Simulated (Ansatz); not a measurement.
## BBrH4OSi, SMILES BO[SiH2]Br: a rigid scan of one bond angle, step by step

Program: the Ansatz DFT code, driven from Python.

The cells in order, each with its output:

```python
import warnings

import ansatz as az
from ase import Atoms
```

```python
warnings.simplefilter('ignore', az.DeckWarning)

atoms = Atoms(['B', 'O', 'Si', 'Br', 'H', 'H', 'H', 'H'], positions=[
    [-0.3903, 1.4044, -0.1461],
    [-0.2456, 0.2642, -0.9958],
    [0.2428, -0.9722, 0.064],
    [0.6927, -2.8591, -1.097],
    [0.448, 2.2097, -0.0169],
    [-1.5007, 1.6891, 0.3094],
    [1.563, -0.5839, 0.736],
    [-0.7177, -1.2093, 1.0906],
])
```

```python
# start the scan from a relaxed geometry
first = (
    az.Crystal.molecule_from_ase(atoms).calculation()
    .basis(gaussian='def2-SVP')
    .functional('r2scan0')
    .relax(force_tolerance=0.02, max_steps=80)
)
atoms.positions = first.run(threads=1, backend='cpu').report['positions_ang']
```

    

```python
rows = []
for angle in [85, 95, 105, 115, 125, 140, 160]:
    bent = atoms.copy()
    bent.set_angle(2, 1, 0, angle, indices=[0, 4, 5])
    base = (
        az.Crystal.molecule_from_ase(bent).calculation()
        .basis(gaussian='def2-SVP')
        .functional('r2scan0')
    )
    rows.append((angle, base.run(threads=1, backend='cpu').report['free_energy_ev']))
floor = min(e for _, e in rows)
for angle, e in rows:
    print(f'angle Si2-O1-B0 = {angle:3d} deg   {1000 * (e - floor):9.1f} meV')
```

    angle Si2-O1-B0 =  85 deg      2911.3 meV
    angle Si2-O1-B0 =  95 deg      1193.9 meV
    angle Si2-O1-B0 = 105 deg       430.0 meV
    angle Si2-O1-B0 = 115 deg       115.6 meV
    angle Si2-O1-B0 = 125 deg         5.8 meV
    angle Si2-O1-B0 = 140 deg         0.0 meV
    angle Si2-O1-B0 = 160 deg        71.3 meV

The scan is rigid, and the energies are electronic, in a modest basis. The zero is the lowest point of the grid, which needn't be the minimum. Run time: 2.3 min on 1 thread of Arm Neoverse V2, on a shared host, peak memory 0.31 GiB.

(Lines on the test bed's own set-up are left out of the output.)
